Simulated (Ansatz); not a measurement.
# SiSn2: the cost of one run

Code: Ansatz 0.2.0. PAW datasets, plane waves, zero pressure. The structure was generated, not taken from experiment, and needn't be the ground state; spin polarisation is off.

**1. The system as given**

This is the cell as the run starts from it, not yet at rest; its lengths are not the crystal's.

Space group P3m1 (No. 156), trigonal; conventional cell a = 4.235 Å, c = 10.373 Å, 26.85 Å³ an atom. Near Si stand 4 Sn at 2.59 Å; near Sn stand 4 Sn at 2.59 Å; near Sn stand 4 Si at 2.59 Å; near Sn stand 3 Si at 2.59 Å and 1 Sn at 2.59 Å.

The structure in full:

```
Si Sn
1.0
     4.23490    0.00000    0.00000
    -2.11745    3.66753    0.00000
     0.00000    0.00000   10.37333
Si Sn
2 4
Direct
  0.00000 0.00000 0.00000
  0.66667 0.33333 0.66667
  0.33333 0.66667 0.33333
  0.66667 0.33333 0.91667
  0.33333 0.66667 0.58333
  0.00000 0.00000 0.25000
```

**2. Relaxing with PBE**

Input file input.yaml:

```yaml
crystal:
  lattice:
    - [4.2348955997, 0.0, 0.0]
    - [-2.1174477999, 3.6675271718, 0.0]
    - [0.0, 0.0, 10.3733333333]
  atoms:
    - { symbol: Si, position: [0.0, 0.0, 0.0] }
    - { symbol: Si, position: [0.6666666667, 0.3333333333, 0.6666666667] }
    - { symbol: Sn, position: [0.3333333333, 0.6666666667, 0.3333333333] }
    - { symbol: Sn, position: [0.6666666667, 0.3333333333, 0.9166666667] }
    - { symbol: Sn, position: [0.3333333333, 0.6666666667, 0.5833333333] }
    - { symbol: Sn, position: [0.0, 0.0, 0.25] }
kpoints:
  mp_grid: { grid: [6, 6, 2] }
hamiltonian:
  xc: pbe
scf:
  occupations: { method: fermi_dirac, width: 0.02 }
relax:
  f_tol: 0.005
  cell: {}
output:
  write_density: true
  write_potential: true
  elf: true
  volumetric_format: npy
```

Run with:

```sh
> ansatz run input.yaml --threads 4 --pin off --max-ram 6451MiB --backend cpu --events-out ev --progress --plain --runs-dir out
```

**Question.** How long does this run take on 4 threads of AMD EPYC 7R43 (Zen 3), shared host, and how much memory does it need?

About 11 s, with a peak of 0.58 GiB.
